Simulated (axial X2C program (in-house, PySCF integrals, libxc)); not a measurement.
# ClCuCl: bond lengths and stretches, held linear

How do method and spin–orbit coupling move the bonds and stretches of ClCuCl, held linear?

Program: an in-house X2C program for linear molecules on PySCF integrals. Level of theory: all-electron X2C, two-component (2c) or spin-free, Cl dyall-av3z, Cu dyall-v3z. These are calculated values, not measurements.

All values are calculated.

2 further runs of the same task are left out: 2 set aside as unsound or not needed.

### Step 1. The job

File task.json:

```json
{
 "zs": [
  17,
  29,
  17
 ],
 "q": 0,
 "bas": [
  "dyall-av3z",
  "dyall-v3z",
  "dyall-av3z"
 ],
 "r0": [
  2.11,
  2.11
 ],
 "symm": 1,
 "scan": [
  "PBE0",
  "HF",
  "TPSSh"
 ],
 "levels": [
  "PBE0",
  "HF",
  "LDA"
 ],
 "nst": 2
}
```

Keys: zs atomic numbers; q charge; bas basis sets; r0 starting distance in Å; symm equal bonds; scan levels of the two-bond scan (MP2 follows by itself at each HF point); levels methods; nst determinants followed.

On the command line:

```
> python solin.py task.json out
```

Masses Cl 34.969, Cu 62.930, Cl 34.969 u.

### Step 2. Scan at PBE0, 2c

State: Ω = 3/2 (beyond evenly filled blocks: ω = 3/2). Energies above the lowest point, from the job's result record:

| r(Cl–Cu) (Å) | r(Cu–Cl) (Å) | E (meV) |
| --- | --- | --- |
| 1.9978 | 1.9978 | 42.64 |
| 1.9978 | 2.0490 | 20.78 |
| 1.9978 | 2.1002 | 41.98 |
| 2.0490 | 1.9978 | 20.78 |
| 2.0490 | 2.0490 | 0.00 |
| 2.0490 | 2.1002 | 22.08 |
| 2.0490 | 2.1515 | 78.03 |
| 2.1002 | 1.9978 | 41.98 |
| 2.1002 | 2.0490 | 22.08 |
| 2.1002 | 2.1002 | 44.88 |
| 2.1515 | 2.0490 | 78.03 |
| 2.1515 | 2.1515 | 158.36 |

A quadratic surface with cubic terms in each bond gives the minimum at 2.047 and 2.047 Å, force constants 2.64, 2.64 and coupling 0.04 mdyn/Å.

### Step 3. Scan at HF, 2c

State: Ω = 3/2 (beyond evenly filled blocks: ω = 3/2). Energies above the lowest point, from the job's result record:

```
r(Cl–Cu) (Å)  r(Cu–Cl) (Å)  E (meV)
      1.9978        1.9978   294.73
      1.9978        2.0490   192.41
      1.9978        2.1002   146.10
      2.0490        1.9978   192.41
      2.0490        2.0490    90.75
      2.0490        2.1002    45.06
      2.0490        2.1515    44.86
      2.1002        1.9978   146.10
      2.1002        2.0490    45.06
      2.1002        2.1002     0.00
      2.1515        2.0490    44.86
      2.1515        2.1515     1.44
```

A quadratic surface with cubic terms in each bond gives the minimum at 2.124 and 2.124 Å, force constants 2.47, 2.47 and coupling 0.04 mdyn/Å.

### Step 4. Scan at TPSSh, 2c

State: Ω = 3/2 (beyond evenly filled blocks: ω = 3/2). Energies above the lowest point, from the job's result record:

```
r(Cl–Cu) (Å)  r(Cu–Cl) (Å)  E (meV)
      1.9978        1.9978    50.52
      1.9978        2.0490    24.65
      1.9978        2.1002    40.45
      2.0490        1.9978    24.65
      2.0490        2.0490     0.00
      2.0490        2.1002    16.80
      2.0490        2.1515    66.07
      2.1002        1.9978    40.45
      2.1002        2.0490    16.80
      2.1002        2.1002    34.38
      2.1515        2.0490    66.07
      2.1515        2.1515   134.64
```

A quadratic surface with cubic terms in each bond gives the minimum at 2.052 and 2.052 Å, force constants 2.49, 2.49 and coupling 0.05 mdyn/Å.

### Step 5. Comparison

| level | r(Cl–Cu) (Å) | r(Cu–Cl) (Å) | lower stretch (cm⁻¹) | upper stretch (cm⁻¹) |
| --- | --- | --- | --- | --- |
| PBE0, 2c | 2.047 | 2.047 | 360.9 | 515.8 |
| HF, 2c | 2.124 | 2.124 | 349.1 | 499.5 |
| TPSSh, 2c | 2.052 | 2.052 | 351.2 | 500.4 |
| MP2, 2c | 2.046 | 2.046 | 368.2 | 535.1 |
| PBE0, spin-free | 2.046 | 2.046 | 361.0 | 516.0 |
| HF, spin-free | 2.124 | 2.124 | 349.4 | 499.9 |
| TPSSh, spin-free | 2.052 | 2.052 | 351.3 | 500.6 |
| MP2, spin-free | 2.045 | 2.045 | 368.5 | 535.4 |

Scans not shown above were run alike.

**Reading.** Over the levels the Cl–Cu bond spans 2.045 to 2.124 Å and the Cu–Cl bond 2.045 to 2.124 Å. At PBE0 spin–orbit coupling leaves both bonds unchanged to 0.001 Å. Each state is one determinant, the lowest of a limited PBE0 search; the stretches come from a fit to few points and are good to some per cent at best. The stretches are sorted by size, and where the two bonds are alike the symmetric and antisymmetric modes can swap order between levels. MP2 freezes inner shells (threshold -2 hartree). The molecule was held linear; bending was not examined, so a bent shape may lie lower. Note: functional without a current term on a determinant with orbital currents, of the molecule or an atom.
